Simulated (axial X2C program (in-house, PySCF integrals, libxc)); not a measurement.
**Linear BrGeBr⁻ at several levels**

An exercise on one series of results from a longer session: the logs are not shown, and one member is left open.

Program: an in-house X2C program for linear molecules on PySCF integrals. Level of theory: all-electron X2C, two-component (2c) or spin-free, Br dyall-av3z, Ge dyall-v3z. These are calculated values, not measurements.

All values are calculated.

2 further runs of the same task are left out: 2 set aside as unsound or not needed.

Set-up of the first run:

task.json reads:

```json
{"zs": [35, 32, 35], "q": -1, "bas": ["dyall-av3z", "dyall-v3z", "dyall-av3z"], "r0": [2.35, 2.35], "symm": 1, "scan": ["PBE0", "HF", "TPSSh"], "levels": ["PBE0", "HF", "r2SCAN"], "nst": 2}
```

Keys: zs atomic numbers; q charge; bas basis sets; r0 starting distance in Å; symm equal bonds; scan levels of the two-bond scan (MP2 follows by itself at each HF point); levels methods; nst determinants followed.

Started as:

```
> python solin.py task.json out
```

Masses Br 78.918, Ge 73.921, Br 78.918 u.

Among the steps run: Scan at PBE0, 2c; Scan at HF, 2c; Scan at TPSSh, 2c.

One of the session's tables, all rows but one given; the rest of the session is left out.

| level | r(Br–Ge) (Å) | r(Ge–Br) (Å) | lower stretch (cm⁻¹) | upper stretch (cm⁻¹) |
| --- | --- | --- | --- | --- |
| PBE0, 2c | ? | ? | ? | ? |
| HF, 2c | 2.773 | 2.773 | 75.9 | 127.8 |
| TPSSh, 2c | 2.677 | 2.677 | 132.3 | 148.3 |
| MP2, 2c | 2.663 | 2.663 | 134.7 | 141.5 |
| PBE0, spin-free | 2.668 | 2.668 | 133.5 | 146.9 |
| HF, spin-free | 2.773 | 2.773 | 75.5 | 127.9 |
| TPSSh, spin-free | 2.676 | 2.676 | 132.4 | 148.3 |
| MP2, spin-free | 2.663 | 2.663 | 134.7 | 141.2 |

**Question.** Estimate the row for PBE0, 2c.

The run gave: r(Br–Ge) (Å): 2.669; r(Ge–Br) (Å): 2.669; lower stretch (cm⁻¹): 133.4; upper stretch (cm⁻¹): 146.9. In the column «r(Br–Ge) (Å)» it lies between PBE0, spin-free (2.668) and TPSSh, spin-free (2.676).

Scans not shown above were run alike.

To keep in mind: For an anion the highest level of a functional can be positive, and the basis then holds the extra electron. The molecule was held linear; bending was not examined, so a bent shape may lie lower. Note: functional without a current term on a determinant with orbital currents, of the molecule or an atom.
